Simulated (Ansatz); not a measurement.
# TiW2C3: what a guessed cell relaxes into

Aim: relax a trial structure of TiW2C3 and see where it ends.

Program: Ansatz 0.2.0. Level of theory: DFT PBE, scalar-relativistic, plane waves, PAW. These are calculated values, not measurements.

## (1) The system as given

Symmetry: R32, No. 155, trigonal system. The conventional cell has a = 5.637 Å, b = 5.637 Å, c = 9.523 Å, α = 90.00°, β = 90.00°, γ = 120.00°. Ti (site symmetry 32) is surrounded by 6 C at 2.46 Å. W (site symmetry 3) has 6 C at 2.46 Å as nearest neighbours. C (site symmetry 2) is surrounded by 4 W at 2.46 Å and 2 Ti at 2.46 Å.

As a file:

```xyz
6
Lattice="2.8186 1.6273 3.1744 -2.8186 1.6273 3.1744 0.0000 -3.2547 3.1744" Properties=species:S:1:pos:R:3 pbc="T T T"
Ti    0.0000    0.0000    4.7617
W     0.0000    0.0000    7.9361
W     0.0000    0.0000    1.5872
C    -0.9395    1.6273    3.1744
C     1.8791    0.0000    3.1744
C    -0.9395   -1.6273    3.1744
```

The start is an ordering of an alloy on its end members' structure types: elements ordered on the sites of the WC type, W/Ti on W (R32, No. 155).

## (2) Probe: one point on a coarse mesh

Contents of input.yaml:

```yaml
crystal:
  lattice:
    - [2.81863113, 1.62733744, 3.17444258]
    - [-2.81863113, 1.62733744, 3.17444258]
    - [0.0, -3.25467488, 3.17444258]
  atoms:
    - { symbol: Ti, position: [0.5, 0.5, 0.5] }
    - { symbol: W, position: [0.83333333, 0.83333333, 0.83333333] }
    - { symbol: W, position: [0.16666667, 0.16666667, 0.16666667] }
    - { symbol: C, position: [0.33333333, 0.66666667, 0.0] }
    - { symbol: C, position: [0.66666667, 0.0, 0.33333333] }
    - { symbol: C, position: [0.0, 0.33333333, 0.66666667] }
basis:
  ecutwfc: 420
kpoints:
  mp_grid: { grid: [6, 6, 6] }
hamiltonian:
  xc: pbe
scf:
  occupations: { method: gaussian, width: 0.1 }
  lower_state_search: "off"
output:
  forces: true
  stress: true
  eigenvalues: true
```

Command:

```console
ansatz run input.yaml --threads 1 --pin off --max-ram 2560MiB --backend cpu --events-out ev --progress --plain --runs-dir out
```

The log of the run (excerpt; [...] marks lines left out):

```text
[...]
SCF converged after 7 iterations
Free energy (F): -24017.308792 eV
[...]
E sigma→0 (E₀):  -24017.293230 eV
Entropy (-TS):   -0.031125 eV (-5.188 meV/atom)
Fermi energy:    11.978794 eV
[...]
--- Forces (eV/Å), atoms counted from 1 ---
  atom   1  Ti     0.00000000     0.00000000     0.00000000
  atom   2  W      0.00000000    -0.00000000     0.20346414
  atom   3  W      0.00000000     0.00000000    -0.20346414
  atom   4  C     -0.58399959     0.00000000     0.00000000
  atom   5  C      0.29199979     0.50575848     0.00000000
  atom   6  C      0.29199979    -0.50575848     0.00000000
[...]
--- Stress (GPa, compression-positive) ---
      -46.465902      -0.000000      -0.000000
       -0.000000     -46.465902       0.000000
       -0.000000       0.000000     -63.768523
  P = ⅓ Tr σ = -52.2334 GPa (-522.334 kbar)
--- Band table (eV; the first three rows and the last of 32) ---
[...]
```

Wall time 3.4 s (1 thread of Intel Xeon 6975P-C (Granite Rapids), shared host); peak memory 0.42 GiB.

Read-out: pressure -52.2 GPa, largest force 0.58 eV/Å, gap on this mesh none (metal). A cheap, loose relaxation comes first.

## (3) Rough relaxation on the coarse mesh

input.yaml, as its differences from that of step 2:

```diff
@@ -25 +25,6 @@
   eigenvalues: true
+relax:
+  adjacent_minimum: "off"
+  f_tol: 0.04
+  max_steps: 70
+  cell: { stress_tol: 0.4 }
```

Command:

```console
ansatz run input.yaml --threads 1 --pin off --max-ram 2560MiB --backend cpu --events-out ev --progress --plain --runs-dir out
```

The log of the run:

```text
Warning: RAYON_NUM_THREADS=1 ignored (pool sized by the plan → 1); use --threads N
Engine: ansatz 0.2.0, x86_64-unknown-linux-gnu
Pseudopotentials: kind: paw
Pseudopotential: Ti, paw, valence charge 12, recommended cutoff 420 eV (normal), Ti.paw.azcp
Pseudopotential: W, paw, valence charge 14, recommended cutoff 420 eV (normal), W.paw.azcp
Pseudopotential: C, paw, valence charge 4, recommended cutoff 420 eV (normal), C.paw.azcp
Functional definition: PBE
  parameter kappa = 0.804
  parameter beta = 0.06672455060314922
  exchange = pbe_x(kappa = kappa, mu = beta*pi^2/3)
  correlation = pbe_c(beta = beta)
Crystal: 6 atoms, lattice volume = 87.364 Å³
Basis set: ecut = 420 eV, 1733 PW (Γ), exchange–correlation on 64×64×64 points (8 copies of the dense FFT grid, shifted against one another)
Bands: 32, of which v1, the nominal top of the filled ones, is band 26 counted from 1 (25 counted from 0)
Symmetry: 6 space group operations
Space group: R32 (ITA 155), of the structure as read, at distance tolerance 4.4e-5 Å
k-points: 32 of 216 (time reversal used)
Non-local potential: Ti, projectors of the file, l = 0: 3, l = 1: 2, l = 2: 3, l = 3: 1
Non-local potential: W, projectors of the file, l = 0: 3, l = 1: 2, l = 2: 2, l = 3: 1
Non-local potential: C, projectors of the file, l = 0: 2, l = 1: 2, l = 2: 1
PAW form: soft (Blöchl's): semilocal exchange-correlation on the pseudo side does not see the compensation charge
PAW one-centre angular grid: Ti, 590 points (default); XC on 64 Gauss nodes
PAW one-centre angular grid: W, 590 points (default); XC on 64 Gauss nodes
PAW one-centre angular grid: C, 110 points (default); XC on 64 Gauss nodes
Initial density: superposition of atomic densities (neutral atoms: chi_scale 0, normalization atom), corrected by the library's trained network
Initial wavefunctions: pseudopotential atomic-orbital guess
Functional: x = pbe(κ = 0.804, μ = 0.2195149727645171), c = pbe(β = 0.06672455060314922)
SCF iter   1: F=—  HF=-24017.312559 eV  |F-HF|=—  |Δ(HF+E_count)|=         —  Δρ=7.92e-3  dr2=6.91e-2  ethr=1.77e-3  ⟨swp⟩=4.3  Hψ=4004  notcnv=0
preconditioner: auto → Kerker (q_TF=auto, 2.502 Å⁻¹)  [metal: Δε(μ)=0.014 eV  Ē_g=5.570 eV  σ=0.100 eV  W_gap=0.08  n_scr=20 (ndim 8)  ℏωp=21.0 eV  f_vac=0.000  D(μ)=6.13/eV (n_scr^D=68)]
SCF iter   2: F=—  HF=-24017.308649 eV  |F-HF|=—  |Δ(HF+E_count)|=   3.91e-3  Δρ=4.05e-3  dr2=1.54e-2  ethr=1.33e-4  ⟨swp⟩=1.0  Hψ=1280  notcnv=0
SCF iter   3: F=—  HF=-24017.308798 eV  |F-HF|=—  |Δ(HF+E_count)|=   1.49e-4  Δρ=8.53e-4  dr2=6.26e-4  ethr=2.97e-5  ⟨swp⟩=2.0  Hψ=1108  notcnv=0
SCF iter   4: F=—  HF=-24017.308831 eV  |F-HF|=—  |Δ(HF+E_count)|=   3.28e-5  Δρ=2.06e-4  dr2=4.20e-5  ethr=1.20e-6  ⟨swp⟩=2.3  Hψ=1360  notcnv=0
SCF iter   5: F=—  HF=-24017.308792 eV  |F-HF|=—  |Δ(HF+E_count)|=   3.88e-5  Δρ=5.24e-5  dr2=2.00e-6  ethr=8.08e-8  ⟨swp⟩=2.0  Hψ=1337  notcnv=0
SCF iter   6: F=—  HF=-24017.308792 eV  |F-HF|=—  |Δ(HF+E_count)|=   3.75e-7  Δρ=1.25e-5  dr2=1.28e-7  ethr=3.85e-9  ⟨swp⟩=2.0  Hψ=1578  notcnv=0
SCF iter   7: F=-24017.308792 eV  HF=-24017.308792 eV  |F-HF|=1.51e-9  |Δ(HF+E_count)|=   1.69e-8  Δρ=2.48e-6  dr2=6.86e-9  ethr=1.92e-10  ⟨swp⟩=8.3  Hψ=3886  notcnv=0
SCF 1 converged in 7 iterations: F = -24017.308792 eV  dr2 = 6.86e-9
relax step   1: F+E_penalty+E_count = -24017.30879247 eV  Δ(F+E_penalty+E_count) = +0.000e0 eV  max|allowed force component| = 5.840e-1 eV/Å  Δτ_max = 0.0000 Å  P = -52.233 GPa  Ω = 87.364 Å³  (7 SCF iters, dr2 threshold 1.00e-7 eV, accepted)
Crystal: 6 atoms, lattice volume = 77.230 Å³
Basis set: ecut = 420 eV, 1517 PW (Γ), exchange–correlation on 64×64×64 points (8 copies of the dense FFT grid, shifted against one another)
Initial density: handed on by an earlier stage of this run
Initial wavefunctions: those handed on with the density
iter 1 solved again at ethr=1.71e-3 eV; its pass at ethr=3.10e-3 eV (dr2=8.88e-1 eV) is discarded
SCF iter   1: F=—  HF=-24020.608084 eV  |F-HF|=—  |Δ(HF+E_count)|=         —  Δρ=2.55e-2  dr2=8.91e-1  ethr=1.71e-3  ⟨swp⟩=1.0  Hψ=6079  notcnv=0
preconditioner: auto → Kerker (q_TF=auto, 2.554 Å⁻¹)  [metal: Δε(μ)=0.018 eV  Ē_g=6.329 eV  σ=0.100 eV  W_gap=0.10  n_scr=20 (ndim 8)  ℏωp=22.4 eV  f_vac=0.000  D(μ)=4.68/eV (n_scr^D=50)]
SCF iter   2: F=—  HF=-24020.483072 eV  |F-HF|=—  |Δ(HF+E_count)|=   1.25e-1  Δρ=9.09e-3  dr2=1.30e-1  ethr=1.71e-3  ⟨swp⟩=2.0  Hψ=1343  notcnv=0
SCF iter   3: F=—  HF=-24020.461672 eV  |F-HF|=—  |Δ(HF+E_count)|=   2.14e-2  Δρ=2.06e-3  dr2=5.98e-3  ethr=2.50e-4  ⟨swp⟩=1.9  Hψ=1404  notcnv=0
SCF iter   4: F=—  HF=-24020.460991 eV  |F-HF|=—  |Δ(HF+E_count)|=   6.81e-4  Δρ=5.41e-4  dr2=2.85e-4  ethr=1.15e-5  ⟨swp⟩=2.1  Hψ=1338  notcnv=0
SCF iter   5: F=—  HF=-24020.461000 eV  |F-HF|=—  |Δ(HF+E_count)|=   9.19e-6  Δρ=1.32e-4  dr2=1.39e-5  ethr=5.48e-7  ⟨swp⟩=2.0  Hψ=1419  notcnv=0
SCF iter   6: F=—  HF=-24020.461002 eV  |F-HF|=—  |Δ(HF+E_count)|=   1.90e-6  Δρ=2.75e-5  dr2=6.33e-7  ethr=2.68e-8  ⟨swp⟩=2.1  Hψ=1452  notcnv=0
SCF iter   7: F=-24020.461002 eV  HF=-24020.461002 eV  |F-HF|=3.90e-8  |Δ(HF+E_count)|=   1.05e-7  Δρ=6.77e-6  dr2=6.58e-8  ethr=1.15e-9  ⟨swp⟩=6.9  Hψ=4322  notcnv=0
SCF 2 converged in 7 iterations: F = -24020.461002 eV  dr2 = 6.58e-8
relax step   2: F+E_penalty+E_count = -24020.46100209 eV  Δ(F+E_penalty+E_count) = -3.152e0 eV  max|allowed force component| = 4.713e-1 eV/Å  Δτ_max = 0.0161 Å  P = -42.218 GPa  Ω = 77.230 Å³  energy of the carried Pulay correction = +1.222e-2 eV  (7 SCF iters, dr2 threshold 6.00e-7 eV, accepted)
Crystal: 6 atoms, lattice volume = 67.595 Å³
Basis set: ecut = 420 eV, 1317 PW (Γ), exchange–correlation on 64×64×64 points (8 copies of the dense FFT grid, shifted against one another)
iter 1 solved again at ethr=1.64e-3 eV; its pass at ethr=3.10e-3 eV (dr2=8.54e-1 eV) is discarded
SCF iter   1: F=—  HF=-24022.599587 eV  |F-HF|=—  |Δ(HF+E_count)|=         —  Δρ=2.88e-2  dr2=8.54e-1  ethr=1.64e-3  ⟨swp⟩=1.0  Hψ=6272  notcnv=0
preconditioner: auto → Kerker (q_TF=auto, 2.612 Å⁻¹)  [metal: Δε(μ)=0.043 eV  Ē_g=7.131 eV  σ=0.100 eV  W_gap=0.24  n_scr=20 (ndim 8)  ℏωp=23.9 eV  f_vac=0.000  D(μ)=4.05/eV (n_scr^D=50)]
SCF iter   2: F=—  HF=-24022.458898 eV  |F-HF|=—  |Δ(HF+E_count)|=   1.41e-1  Δρ=1.12e-2  dr2=1.41e-1  ethr=1.64e-3  ⟨swp⟩=2.0  Hψ=1445  notcnv=0
SCF iter   3: F=—  HF=-24022.431266 eV  |F-HF|=—  |Δ(HF+E_count)|=   2.76e-2  Δρ=2.23e-3  dr2=4.97e-3  ethr=2.71e-4  ⟨swp⟩=2.0  Hψ=1555  notcnv=0  defer=5
SCF iter   4: F=—  HF=-24022.430571 eV  |F-HF|=—  |Δ(HF+E_count)|=   6.95e-4  Δρ=4.43e-4  dr2=1.50e-4  ethr=9.57e-6  ⟨swp⟩=2.4  Hψ=1406  notcnv=0  defer=5
SCF iter   5: F=—  HF=-24022.430578 eV  |F-HF|=—  |Δ(HF+E_count)|=   7.45e-6  Δρ=1.23e-4  dr2=1.03e-5  ethr=2.88e-7  ⟨swp⟩=2.1  Hψ=1387  notcnv=0  defer=5
SCF iter   6: F=-24022.430579 eV  HF=-24022.430579 eV  |F-HF|=1.51e-7  |Δ(HF+E_count)|=   8.58e-7  Δρ=2.72e-5  dr2=5.77e-7  ethr=1.15e-9  ⟨swp⟩=6.2  Hψ=5050  notcnv=0
SCF 3 converged in 6 iterations: F = -24022.430579 eV  dr2 = 5.77e-7
relax step   3: F+E_penalty+E_count = -24022.43057868 eV  Δ(F+E_penalty+E_count) = -1.970e0 eV  max|allowed force component| = 2.558e-1 eV/Å  Δτ_max = 0.0180 Å  P = -18.000 GPa  Ω = 67.595 Å³  energy of the carried Pulay correction = +2.533e-2 eV  (6 SCF iters, dr2 threshold 6.00e-7 eV, accepted)
[... 11 lines left out ...]
relax step   4: F+E_penalty+E_count = -24022.57094448 eV  Δ(F+E_penalty+E_count) = -1.404e-1 eV  max|allowed force component| = 3.543e-1 eV/Å  Δτ_max = 0.0328 Å  P = +10.378 GPa  Ω = 61.250 Å³  energy of the carried Pulay correction = +3.490e-2 eV  (6 SCF iters, dr2 threshold 6.00e-7 eV, accepted)
[... 12 lines left out ...]
relax step   5: F+E_penalty+E_count = -24022.67467022 eV  Δ(F+E_penalty+E_count) = -1.037e-1 eV  max|allowed force component| = 1.492e-1 eV/Å  Δτ_max = 0.0209 Å  P = +1.127 GPa  Ω = 63.250 Å³  energy of the carried Pulay correction = +3.180e-2 eV  (6 SCF iters, dr2 threshold 6.00e-7 eV, accepted)
[... 11 lines left out ...]
relax step   6: F+E_penalty+E_count = -24022.69530763 eV  Δ(F+E_penalty+E_count) = -2.064e-2 eV  max|allowed force component| = 4.794e-3 eV/Å  Δτ_max = 0.0032 Å  P = +0.047 GPa  Ω = 63.292 Å³  energy of the carried Pulay correction = +3.173e-2 eV  (6 SCF iters, dr2 threshold 6.00e-7 eV, accepted)
[... 12 lines left out ...]
relax step   7: F+E_penalty+E_count = -24022.68352316 eV  Δ(F+E_penalty+E_count) = +1.178e-2 eV  max|allowed force component| = 5.042e-3 eV/Å  Δτ_max = 0.0000 Å  P = -0.157 GPa  Ω = 63.292 Å³  stress off target by 4.09e-1 GPa  SCF on the basis re-selected at this cell (its energy is not comparable with the rows above)  (6 SCF iters)
[... 13 lines left out ...]
relax step   8: F+E_penalty+E_count = -24022.68361309 eV  Δ(F+E_penalty+E_count) = -8.993e-5 eV  max|allowed force component| = 4.759e-4 eV/Å  Δτ_max = 0.0003 Å  P = -0.001 GPa  Ω = 63.265 Å³  energy of the carried Pulay correction = +4.480e-5 eV  (6 SCF iters, dr2 threshold 4.19e-7 eV, accepted)
iter 1 solved again at ethr=1.20e-8 eV; its pass at ethr=3.10e-3 eV (dr2=6.26e-6 eV) is discarded
SCF iter   1: F=—  HF=-24022.683595 eV  |F-HF|=—  |Δ(HF+E_count)|=         —  Δρ=2.05e-6  dr2=4.42e-10  ethr=1.20e-8  ⟨swp⟩=3.8  Hψ=7206  notcnv=0
preconditioner: auto → Kerker (q_TF=auto, 2.641 Å⁻¹)  [metal: Δε(μ)=0.012 eV  Ē_g=7.448 eV  σ=0.100 eV  W_gap=0.07  n_scr=20 (ndim 8)  ℏωp=24.7 eV  f_vac=0.000  D(μ)=4.04/eV (n_scr^D=50)]
SCF iter   2: F=—  HF=-24022.683581 eV  |F-HF|=—  |Δ(HF+E_count)|=   1.35e-5  Δρ=1.02e-6  dr2=8.25e-11  ethr=1.00e-12  ⟨swp⟩=4.0  Hψ=2517  notcnv=0
iter 3 did not close the SCF: its close was put off for the readings that it lacked (scf_convergence_deferred on its scf_iter line)
SCF iter   3: F=-24022.683581 eV  HF=-24022.683581 eV  |F-HF|=3.64e-11  |Δ(HF+E_count)|=  2.29e-10  Δρ=3.24e-7  dr2=1.04e-11  ethr=1.00e-12  ⟨swp⟩=1.0  Hψ=1024  notcnv=0
iter 4 did not close the SCF: its close was put off for the readings that it lacked (scf_convergence_deferred on its scf_iter line)
SCF iter   4: F=-24022.683581 eV  HF=-24022.683581 eV  |F-HF|=7.28e-12  |Δ(HF+E_count)|=  3.64e-11  Δρ=3.24e-8  dr2=3.98e-13  ethr=1.00e-12  ⟨swp⟩=1.0  Hψ=1024  notcnv=0
iter 5 did not close the SCF: its close was put off for the readings that it lacked (scf_convergence_deferred on its scf_iter line)
SCF iter   5: F=-24022.683581 eV  HF=-24022.683581 eV  |F-HF|=7.28e-12  |Δ(HF+E_count)|=  3.64e-12  Δρ=9.68e-9  dr2=5.32e-14  ethr=1.00e-12  ⟨swp⟩=1.0  Hψ=1024  notcnv=0
iter 6 did not close the SCF: its close was put off for the readings that it lacked (scf_convergence_deferred on its scf_iter line)
SCF iter   6: F=-24022.683581 eV  HF=-24022.683581 eV  |F-HF|=3.64e-12  |Δ(HF+E_count)|=  7.28e-12  Δρ=1.94e-9  dr2=1.07e-15  ethr=1.00e-12  ⟨swp⟩=1.0  Hψ=1024  notcnv=0
SCF iter   7: F=-24022.683581 eV  HF=-24022.683581 eV  |F-HF|=7.28e-12  |Δ(HF+E_count)|=  3.64e-12  Δρ=6.28e-10  dr2=3.03e-16  ethr=1.00e-12  ⟨swp⟩=1.1  Hψ=2222  notcnv=0
SCF 9 converged in 7 iterations: F = -24022.683581 eV  dr2 = 3.03e-16
relax step   9: F+E_penalty+E_count = -24022.68358096 eV  Δ(F+E_penalty+E_count) = +3.212e-5 eV  max|allowed force component| = 4.776e-4 eV/Å  Δτ_max = 0.0000 Å  P = -0.002 GPa  Ω = 63.265 Å³  stress off target by 4.71e-3 GPa  SCF on the basis re-selected at this cell (its energy is not comparable with the rows above)  (7 SCF iters)
basis re-selected at this cell: Δ(F+E_penalty+E_count) = +3.212e-5 eV, ΔP = -0.000 GPa vs the last step (what re-selecting the basis moved, of the pressure what is left beyond the Pulay correction that the steps carried, after the strain that the cell walked since its last selection, with what the two solves' SCF thresholds leave and, on support functions, any second-order correction that the steps lacked; it is no measure of the basis error at this ecutwfc). This SCF's stress stands 4.71e-3 GPa from its target on what of the cell is left free (relax.cell.stress_tol is 4.00e-1 GPa) and its largest allowed force component is 4.78e-4 eV/Å (relax.f_tol is 4.00e-2 eV/Å): within both
SCF converged after 7 iterations
Free energy (F): -24022.683581 eV
Harris-Foulkes:  -24022.683581 eV  (|F-HF|=7.28e-12)
Internal energy: -24022.663405 eV  (E = F + TS)
E sigma→0 (E₀):  -24022.673493 eV
Entropy (-TS):   -0.020176 eV (-3.363 meV/atom)
Fermi energy:    17.873816 eV
--- Per-component energies (eV) ---
  E_band       = -253.664217
  E_kinetic    = 1443.225937
  E_local      = -2185.285324  (includes V_loc(G=0)·N_el)
  E_nonlocal   = 84.902425
  E_hartree    = 812.074031
  E_xc         = -778.673419
  E_vxc        = -782.594168  (∫ρ·V_xc dr)
  E_paw        = -18468.029047  (= ΣΔE_a)
  E_vpaw       = -438.061171  (= ΣTr[D̂ρ^β])
  E_aug_tail   = 0.000023  (compensation charges beyond the density's cutoff)
  E_ewald      = -4930.878031
  E_smearing   = -0.020176  (= −TS)
  E_closure    = 0.000000  (closes the sum)
  Σ components = -24022.683581   (vs F -24022.683581, Δ=0.00e0)
--- Forces (eV/Å), atoms counted from 1 ---
  atom   1  Ti     0.00000000     0.00000000     0.00000000
  atom   2  W      0.00000000     0.00000000     0.00015601
  atom   3  W      0.00000000     0.00000000    -0.00015601
  atom   4  C      0.00047758     0.00000000     0.00000000
  atom   5  C     -0.00023879    -0.00041360     0.00000000
  atom   6  C     -0.00023879     0.00041360     0.00000000
  max |Σ_I F_I| component: 9.44e-16 eV/Å
--- Stress (GPa, compression-positive) ---
       -0.004707      -0.000000      -0.000000
       -0.000000      -0.004707       0.000000
       -0.000000       0.000000       0.004242
  P = ⅓ Tr σ = -0.0017 GPa (-0.017 kbar)
--- Band table (eV; the first three rows and the last of 32) ---
  k-point 0: bands = ["-55.7576", "-55.6997", "-38.0984", "-20.1975", "-20.1975", "-20.1141", "-19.9149", "-19.9149", "-19.8406", "-14.4832", "-14.4832", "-14.2876", "4.4941", "7.9706", "7.9706", "12.3414", "12.3414", "13.6384", "13.6384", "14.7139", "15.4035", "15.4035", "15.5729", "15.9548", "18.1263", "18.1263", "18.8106", "21.4647", "21.4647", "21.7625", "21.7708", "23.3844"]
  k-point 1: bands = ["-55.7550", "-55.7022", "-38.0984", "-20.2039", "-20.1926", "-20.1237", "-19.9239", "-19.9081", "-19.8352", "-14.4870", "-14.4824", "-14.2894", "4.7769", "7.8596", "7.9191", "12.2542", "12.7275", "13.3334", "13.9298", "14.5963", "15.0302", "15.5043", "15.6545", "16.2256", "17.9097", "18.1636", "18.2309", "21.1759", "21.6906", "21.8824", "22.3160", "22.6936"]
  k-point 2: bands = ["-55.7488", "-55.7082", "-38.0983", "-20.2155", "-20.1779", "-20.1416", "-19.9475", "-19.8954", "-19.8252", "-14.4939", "-14.4808", "-14.2929", "5.5351", "7.5097", "7.7065", "12.5273", "13.0265", "13.2439", "13.9901", "14.2679", "15.0774", "15.6965", "15.8982", "16.1650", "17.2698", "17.5946", "18.4492", "20.4250", "20.8276", "22.2057", "22.3615", "22.7025"]
  k-point 31: bands = ["-55.7360", "-55.7202", "-38.0970", "-20.2488", "-20.2488", "-20.2414", "-19.8897", "-19.8897", "-19.7649", "-14.4904", "-14.4904", "-14.3017", "8.1315", "8.1315", "8.1752", "10.4303", "12.8125", "13.3280", "13.3280", "14.2322", "14.6628", "14.6628", "16.7204", "16.7204", "17.7919", "17.7919", "18.7634", "18.7634", "20.7023", "20.8656", "21.9699", "21.9699"]
--- Relaxed structure (7 steps of the walk, 7 accepted, 2 SCFs on fresh bases) ---
  F+E_penalty+E_count = -24022.68358096 eV   max|allowed force component| = 4.776e-4 eV/Å   (the final SCF, on the basis selected at the relaxed cell)
  cell:  # Å, volume = 63.2655 Å³
    - [2.5492983131753797, 1.4718380673564642, 2.810184807276752]
    - [-2.5492983131753797, 1.4718380673564642, 2.810184807276752]
    - [-4.941158328909019e-17, -2.9436761347129283, 2.810184807276752]
  atoms:
    - { symbol: Ti, position: [0.49999999999999994, 0.49999999999999994, 0.49999999999999994] }
    - { symbol: W, position: [0.8322893032474361, 0.8322893032474361, 0.8322893032474361] }
    - { symbol: W, position: [0.167710696752564, 0.167710696752564, 0.167710696752564] }
    - { symbol: C, position: [0.3276045574908547, 0.6723954425091452, 0.0] }
    - { symbol: C, position: [0.6723954425091452, -5.551115123125783e-17, 0.3276045574908548] }
    - { symbol: C, position: [0.0, 0.3276045574908549, 0.6723954425091451] }
```

Run time: 35 s. Hardware: 1 thread of Intel Xeon 6975P-C (Granite Rapids), shared host; peak memory 0.42 GiB.

Relaxation path:

```
step  E - E(step 1) (eV/cell)  largest force component (eV/Å)  pressure (GPa)  volume (Å³)
   1                   0.0000                          0.5840          -52.23        87.36
   2                  -3.1522                          0.4713          -42.22        77.23
   3                  -5.1218                          0.2558          -18.00        67.59
   4                  -5.2622                          0.3543           10.38        61.25
   5                  -5.3659                          0.1492            1.13        63.25
   6                  -5.3865                          0.0048            0.05        63.29
   7                  -5.3747                          0.0050           -0.16        63.29
   8                  -5.3748                          0.0005            0.00        63.27
   9                  -5.3748                          0.0005            0.00        63.27
```

Step 1 is the start. Steps 7, 9 each repeat the geometry before them on a plane-wave basis chosen anew, so the energy can jump there without any move.

Lengths and angles in the start's conventional setting:

|  | before | after | change |
| --- | --- | --- | --- |
| a (Å) | 5.637 | 5.099 | -9.6 % |
| b (Å) | 5.637 | 5.099 | -9.6 % |
| c (Å) | 9.523 | 8.431 | -11.5 % |
| volume (Å³/atom) | 14.56 | 10.54 | -27.6 % |
| shortest distance (Å) | 2.460 | 2.188 | -11.0 % |
| space group (0.01 Å) | R32 | R32 | same |

Forces and stress were held to the start's 6 operations: a distortion of lower symmetry was not tested.

(Part 1 of 2 ends here.)
